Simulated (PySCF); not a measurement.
# A diatomic session: RbLi

One table from this session's results is given with a row withheld; the runs are named, their logs left out.

Method: Rb def2-SVP with ECP28, Li def2-SVP, scalar-relativistic core potentials; program: PySCF 2.14.0.

The first run:

A driver script around PySCF takes these settings:

```yaml
atoms: Rb, Li
charge: 0
basis: Rb def2-SVP with ECP28, Li def2-SVP
Hamiltonian: scalar-relativistic core potentials
basis_functions: 33
electrons_treated: 12
masses_in_u: 84.9118, 7.0160
levels: PBE0, PBE, r²SCAN, M06, BP86, LDA, CAM-B3LYP, HF, MP2, SCS-MP2, CCSD, CCSD(T)
grid: 80 radial by 434 angular points
occupations: held fixed by the projection of orbital angular momentum
dissociation_limit: Rb + Li, each in its ground configuration
starting_distance_in_angstrom: 3.345
values_of_2S_to_try: 0, 2
```

Run with:

```
OMP_NUM_THREADS=1 python dia.py task.json out
```

Among the steps run: The job; The PBE0 curve of the state that the search chose; Other states along the same grid; PBE; r²SCAN (meta-GGA); M06; BP86 (GGA); LDA; CAM-B3LYP (range-separated hybrid); RHF (mean field); Correlated methods on the Hartree–Fock reference.

One of the session's tables, all rows but one given; the rest of the session is left out.

Energy (eV) from each level's lowest point:

```
R (Å)    RHF  RHF-MP2  RHF-SCS-MP2  RHF-CCSD  RHF-CCSD(T)
3.069  0.219    0.133        0.142       n/a          n/a
3.212  0.124    0.063        0.069     0.061        0.061
3.355  0.059    0.021        0.024     0.020        0.021
3.462  0.028    0.005        0.007     0.005        0.005
3.569      ?        ?            ?         ?            ?
3.676  0.000    0.005        0.003     0.004        0.004
3.819  0.003    0.023        0.019     0.021        0.020
3.997  0.024    0.060        0.054     0.056        0.053
4.211  0.069    0.120        0.112     0.111        0.106
4.497  0.152    0.216        0.205       n/a          n/a
```

Q: Estimate the row for R (Å) = 3.569 from the others.

Worked estimate for «RHF». A straight line through the neighbours (3.462, 0.028) and (3.676, 0.000) gives 0.028 + (0.000 − 0.028) × (3.569 − 3.462) / (3.676 − 3.462) = 0.014; a parabola fitted to 4 rows on both sides gives 0.009.

The run gave: RHF: 0.009; RHF-MP2: 0.000; RHF-SCS-MP2: 0.000; RHF-CCSD: 0.000; RHF-CCSD(T): 0.000. In «RHF» the line misses by +0.005 and the parabola by 0.000.
